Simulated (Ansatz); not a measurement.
**PtP (wurtzite): how the settings move a single-point run**

Aim: see which settings change the result for PtP (wurtzite), by how much, and at what cost.

Computed with Ansatz 0.2.0 (reference: DFT PBEsol, scalar-relativistic, plane waves, PAW, unless a step's input says otherwise).

3 further runs of the same task are left out: 2 that didn't finish, 1 set aside as unsound or not needed.

### Step 1. The starting structure

The structure is hexagonal, space group P6_3mc (No. 186). Conventional cell: a = 3.586 Å, b = 3.586 Å, c = 6.617 Å, α = 90.00°, β = 90.00°, γ = 120.00°. Around Pt (site symmetry 3m) lie 4 P at 2.29 to 2.34 Å. P (site symmetry 3m) has 4 Pt at 2.29 to 2.34 Å as nearest neighbours.

Coordinates:

```
Pt P
1.0
     3.58556    0.00000    0.00000
    -1.79278    3.10519    0.00000
     0.00000    0.00000    6.61722
Pt P
2 2
Direct
  0.66667 0.33333 0.98950
  0.33333 0.66667 0.48950
  0.66667 0.33333 0.63570
  0.33333 0.66667 0.13570
```

### Step 2. Baseline

input.yaml

```yaml
crystal:
  lattice:
    - [3.5855600992, 0.0, 0.0]
    - [-1.7927800496, 3.1051861327, 0.0]
    - [0.0, 0.0, 6.6172196563]
  atoms:
    - { symbol: Pt, position: [0.6666666667, 0.3333333333, -0.0105000274] }
    - { symbol: Pt, position: [0.3333333333, 0.6666666667, 0.4894999726] }
    - { symbol: P, position: [0.6666666667, 0.3333333333, 0.6357000274] }
    - { symbol: P, position: [0.3333333333, 0.6666666667, 0.1357000274] }
basis:
  ecutwfc: 420
  ecutrho_ratio: 4
kpoints:
  mp_grid: { grid: [10, 10, 6] }
  band_path:
    path:
      - [[0.0, 0.0, 0.0], [0.5, 0.0, 0.0], [0.33333333, 0.33333333, 0.0], [0.0, 0.0, 0.0], [0.0, 0.0, 0.5], [0.5, 0.0, 0.5], [0.33333333, 0.33333333, 0.5], [0.0, 0.0, 0.5]]
      - [[0.5, 0.0, 0.5], [0.5, 0.0, 0.0]]
      - [[0.33333333, 0.33333333, 0.5], [0.33333333, 0.33333333, 0.0]]
    npoints: 14
hamiltonian:
  xc: pbesol
scf:
  occupations: { method: gaussian, width: 0.05 }
  n_extra_bands: 16
output:
  forces: true
  stress: true
  eigenvalues: true
  populations: true
  dos: { projected: true, de: 0.02, nscf_kmesh: { grid: [15, 15, 9] } }
  bader: false
  write_density: true
  write_potential: true
  elf: true
  volumetric_format: npy
```

On the command line:

```console
> ansatz run input.yaml --threads 4 --pin off --max-ram 4096MiB --backend cpu --events-out ev --progress --plain --runs-dir out
```

### Step 3. Changing settings: eigensolver.kind davidson

input.yaml

```yaml
crystal:
  lattice:
    - [3.585560099198, 0.0, 0.0]
    - [-1.792780049599, 3.105186132702, 0.0]
    - [0.0, 0.0, 6.6172196563]
  atoms:
    - { symbol: Pt, position: [0.6666666666667, 0.3333333333333, -0.0105000274] }
    - { symbol: Pt, position: [0.3333333333333, 0.6666666666667, 0.4894999726] }
    - { symbol: P, position: [0.6666666666667, 0.3333333333333, 0.6357000274] }
    - { symbol: P, position: [0.3333333333333, 0.6666666666667, 0.1357000274] }
basis:
  ecutwfc: 420
  ecutrho_ratio: 4
kpoints:
  mp_grid: { grid: [10, 10, 6] }
hamiltonian:
  xc: pbesol
scf:
  occupations: { method: gaussian, width: 0.05 }
  eigensolver: { kind: davidson }
output:
  forces: true
  stress: true
  write_density: true
  write_potential: true
  elf: true
  volumetric_format: npy
```

### Step 4. Changed: mp_grid.grid [5, 5, 3]

input.yaml

```yaml
crystal:
  lattice:
    - [3.585560099198, 0.0, 0.0]
    - [-1.792780049599, 3.105186132702, 0.0]
    - [0.0, 0.0, 6.6172196563]
  atoms:
    - { symbol: Pt, position: [0.6666666666667, 0.3333333333333, -0.0105000274] }
    - { symbol: Pt, position: [0.3333333333333, 0.6666666666667, 0.4894999726] }
    - { symbol: P, position: [0.6666666666667, 0.3333333333333, 0.6357000274] }
    - { symbol: P, position: [0.3333333333333, 0.6666666666667, 0.1357000274] }
basis:
  ecutwfc: 420
  ecutrho_ratio: 4
kpoints:
  mp_grid: { grid: [5, 5, 3] }
hamiltonian:
  xc: pbesol
scf:
  occupations: { method: gaussian, width: 0.05 }
output:
  forces: true
  stress: true
```

### Step 5. Changed: mp_grid.grid [3, 3, 2], accuracy low

input.yaml

```yaml
crystal:
  lattice:
    - [3.585560099198, 0.0, 0.0]
    - [-1.792780049599, 3.105186132702, 0.0]
    - [0.0, 0.0, 6.6172196563]
  atoms:
    - { symbol: Pt, position: [0.6666666666667, 0.3333333333333, -0.0105000274] }
    - { symbol: Pt, position: [0.3333333333333, 0.6666666666667, 0.4894999726] }
    - { symbol: P, position: [0.6666666666667, 0.3333333333333, 0.6357000274] }
    - { symbol: P, position: [0.3333333333333, 0.6666666666667, 0.1357000274] }
basis:
  ecutwfc: 420
  ecutrho_ratio: 4
kpoints:
  mp_grid: { grid: [3, 3, 2] }
hamiltonian:
  xc: pbesol
scf:
  occupations: { method: gaussian, width: 0.05 }
output:
  forces: true
  stress: true
accuracy: low
```

### Step 6. Variant: ecutrho_ratio 6, scf.algorithm density_mixing

input.yaml

```yaml
crystal:
  lattice:
    - [3.585560099198, 0.0, 0.0]
    - [-1.792780049599, 3.105186132702, 0.0]
    - [0.0, 0.0, 6.6172196563]
  atoms:
    - { symbol: Pt, position: [0.6666666666667, 0.3333333333333, -0.0105000274] }
    - { symbol: Pt, position: [0.3333333333333, 0.6666666666667, 0.4894999726] }
    - { symbol: P, position: [0.6666666666667, 0.3333333333333, 0.6357000274] }
    - { symbol: P, position: [0.3333333333333, 0.6666666666667, 0.1357000274] }
basis:
  ecutwfc: 420
  ecutrho_ratio: 6
kpoints:
  mp_grid: { grid: [10, 10, 6] }
hamiltonian:
  xc: pbesol
scf:
  occupations: { method: gaussian, width: 0.05 }
  algorithm: density_mixing
output:
  forces: true
  stress: true
```

### Step 7. Changing settings: n_extra_bands 32

input.yaml

```yaml
crystal:
  lattice:
    - [3.585560099198, 0.0, 0.0]
    - [-1.792780049599, 3.105186132702, 0.0]
    - [0.0, 0.0, 6.6172196563]
  atoms:
    - { symbol: Pt, position: [0.6666666666667, 0.3333333333333, -0.0105000274] }
    - { symbol: Pt, position: [0.3333333333333, 0.6666666666667, 0.4894999726] }
    - { symbol: P, position: [0.6666666666667, 0.3333333333333, 0.6357000274] }
    - { symbol: P, position: [0.3333333333333, 0.6666666666667, 0.1357000274] }
basis:
  ecutwfc: 420
  ecutrho_ratio: 4
kpoints:
  mp_grid: { grid: [10, 10, 6] }
hamiltonian:
  xc: pbesol
scf:
  occupations: { method: gaussian, width: 0.05 }
  n_extra_bands: 32
output:
  forces: true
  stress: true
  write_density: true
  write_potential: true
  elf: true
  volumetric_format: npy
```

**Question.** What will these runs give? Wanted: for each run, ending; energy change; pressure; gap; force.

**Answer**, as computed:

| run | ending | energy change | pressure (GPa) | gap (eV) | force (eV/Å) | cycles | time |
| --- | --- | --- | --- | --- | --- | --- | --- |
| reference | converged | 0 | 0.0 | 0.00 | 0.00 | 6 | 31 s |
| 1: eigensolver.kind davidson | converged | 0.0 meV/atom | 0.0 | 0.00 | 0.00 | 6 | 7.6 s |
| 2: mp_grid.grid [5, 5, 3] | converged | +8.6 meV/atom | -0.2 | 0.00 | 0.18 | 6 | 1.2 s |
| 3: mp_grid.grid [3, 3, 2], accuracy low | converged | +128.7 meV/atom | 2.1 | 0.00 | 0.56 | 7 | 0.87 s |
| 4: ecutrho_ratio 6, scf.algorithm density_mixing | converged | 0.0 meV/atom | 0.0 | 0.00 | 0.00 | 6 | 4.2 s |
| 5: n_extra_bands 32 | converged | 0.0 meV/atom | 0.0 | 0.00 | 0.00 | 6 | 10 s |

Times don't compare one to one where runs were asked for different outputs or read a saved state (see the inputs); cycles may leave out searches for a lower state.

Residual by cycle in the longest SCF loop of each run; runs are numbered as in the table. The quantity is the density residual dr2, in eV.

| cycle | reference | run 1 | run 2 | run 3 | run 4 | run 5 |
| --- | --- | --- | --- | --- | --- | --- |
| 1 | 0.0175 | 0.0187 | 0.0235 | 0.0186 | 0.0189 | 0.0171 |
| 2 | 0.00515 | 0.0056 | 0.00717 | 0.0064 | 0.00546 | 0.00434 |
| 3 | 1.8e-4 | 2.4e-4 | 3.5e-4 | 3.7e-4 | 2.9e-4 | 8.9e-5 |
| 4 | 3.6e-5 | 2.1e-5 | 2.4e-5 | 1.6e-5 | 2.5e-5 | 1.6e-5 |
| 5 | 1.5e-6 | 1.1e-6 | 2.2e-6 | 2.6e-6 | 2.6e-6 | 4.5e-7 |
| 6 | 3.9e-8 | 7.9e-8 | 9.4e-8 | 1.0e-7 | 8.4e-8 | 1.5e-8 |
| 7 | - | - | - | 1.0e-8 | - | - |

**Reading.** Of the converged runs whose energies compare with the reference's, «mp_grid.grid [3, 3, 2], accuracy low» moves the energy most (+128.7 meV/atom).
